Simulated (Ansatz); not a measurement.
# CoGeMo: the cost of one run

Computed with Ansatz 0.2.0 (DFT PBE, scalar-relativistic, plane waves, PAW, unless a step's input says otherwise).

### 1 Starting point

Symmetry: Pmmm, No. 47, orthorhombic system. Conventional cell: a = 2.292 Å, b = 3.979 Å, c = 5.604 Å, α = 90.00°, β = 90.00°, γ = 90.00°. Co (site symmetry mmm) has 2 Co at 2.29 Å as nearest neighbours. Ge (site symmetry mmm) has 2 Ge at 2.29 Å and 4 Mo at 2.30 Å as nearest neighbours. Mo (site symmetry mmm) is surrounded by 2 Mo at 2.29 Å and 4 Ge at 2.30 Å.

Structure file:

```
CELL_PARAMETERS angstrom
2.29170 0.00000 0.00000
0.00000 3.97933 0.00000
0.00000 0.00000 5.60437
ATOMIC_POSITIONS crystal
Co 0.50000 0.50000 0.00000
Ge 0.50000 0.00000 0.50000
Mo 0.00000 0.50000 0.50000
```

The cell is invented: random cell by space group and Wyckoff sites (Pmmm, No. 47). The dimensions are guesses.

### 2 A first look at the guess

input.yaml reads:

```yaml
crystal:
  lattice:
    - [2.29170032, 0.0, 0.0]
    - [0.0, 3.97933301, 0.0]
    - [0.0, 0.0, 5.60437203]
  atoms:
    - { symbol: Co, position: [0.5, 0.5, 0.0], spin: 3.0 }
    - { symbol: Ge, position: [0.5, 0.0, 0.5] }
    - { symbol: Mo, position: [0.0, 0.5, 0.5] }
basis:
  ecutwfc: 420
kpoints:
  mp_grid: { grid: [8, 4, 4] }
hamiltonian:
  xc: pbe
scf:
  occupations: { method: gaussian, width: 0.1 }
  lower_state_search: "off"
output:
  forces: true
  stress: true
  eigenvalues: true
  populations: true
magnetization:
  spin_polarized: true
```

On the command line:

```sh
$ ansatz run input.yaml --threads 1 --pin off --max-ram 2560MiB --backend cpu --events-out ev --progress --plain --runs-dir out
```

**Question.** How long does this run take on 1 thread of Arm Neoverse V1, shared host, and how much memory does it need?

About 19 s, with a peak of 0.41 GiB.
